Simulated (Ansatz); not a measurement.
Ge2Sb2Te5:

```
Te Sb Ge
1.0
     4.29406    0.00000    0.00000
    -2.14703    3.71877    0.00000
     0.00000    0.00000   17.10135
Te Sb Ge
5 2 2
Direct
  0.66667 0.33333 0.41989
  0.33333 0.66667 0.58011
  0.33333 0.66667 0.20154
  0.66667 0.33333 0.79846
  0.00000 0.00000 0.00000
  0.00000 0.00000 0.32007
  0.00000 0.00000 0.67993
  0.66667 0.33333 0.10290
  0.33333 0.66667 0.89711
```

The cell comes from a database or a generator and needn't be the stable form of this composition.

- Program: Ansatz 0.2.0
- Task: relaxation of cell and atoms
- Functional: PBEsol
- Potentials or basis: Ansatz PAW
- Cutoff: 420 eV (not typed: the program's choice for these potentials)
- k mesh: 5 × 5 × 2
- Occupations: fermi-dirac, width 0.05 eV
- Spin: no spin polarisation

At the start: volume 30.34 Å³/atom.

Question: Where does the relaxation end?

Answer: It ends after 6 steps and the volume is 29.11 Å³/atom (-4.1 %); space group P-3m1 (No. 164, to 0.05 Å).

Step by step:
| step | energy change (eV) | largest force (eV/Å) | volume (Å³) |
| --- | --- | --- | --- |
| 1 | 0.0000 | 0.1965 | 273.09 |
| 2 | -0.0522 | 0.1298 | 253.38 |
| 3 | -0.1083 | 0.0404 | 262.07 |
| 4 | -0.1093 | 0.0140 | 261.94 |
| 5 | -0.1096 | 0.0048 | 261.98 |
| 6 | -0.1075 | 0.0047 | 261.98 |

Final structure:
```
CELL_PARAMETERS angstrom
4.21784 0.00000 0.00000
-2.10892 3.65276 0.00000
0.00000 0.00000 17.00429
ATOMIC_POSITIONS crystal
Te 0.66667 0.33333 0.41562
Te 0.33333 0.66667 0.58438
Te 0.33333 0.66667 0.19668
Te 0.66667 0.33333 0.80332
Te 0.00000 0.00000 0.00000
Sb 0.00000 0.00000 0.31508
Sb 0.00000 0.00000 0.68492
Ge 0.66667 0.33333 0.10016
Ge 0.33333 0.66667 0.89984
```

Caveat: the plane-wave basis is chosen anew once the cell has moved, so the energies of steps on either side of that aren't comparable; this functional lacks dispersion, which binds the layers, so the pressure and a relaxed spacing across them are unreliable; the PAW data sets come from PBE, with cores solved anew for the run's functional, which leaves a small shift of forces and pressure.
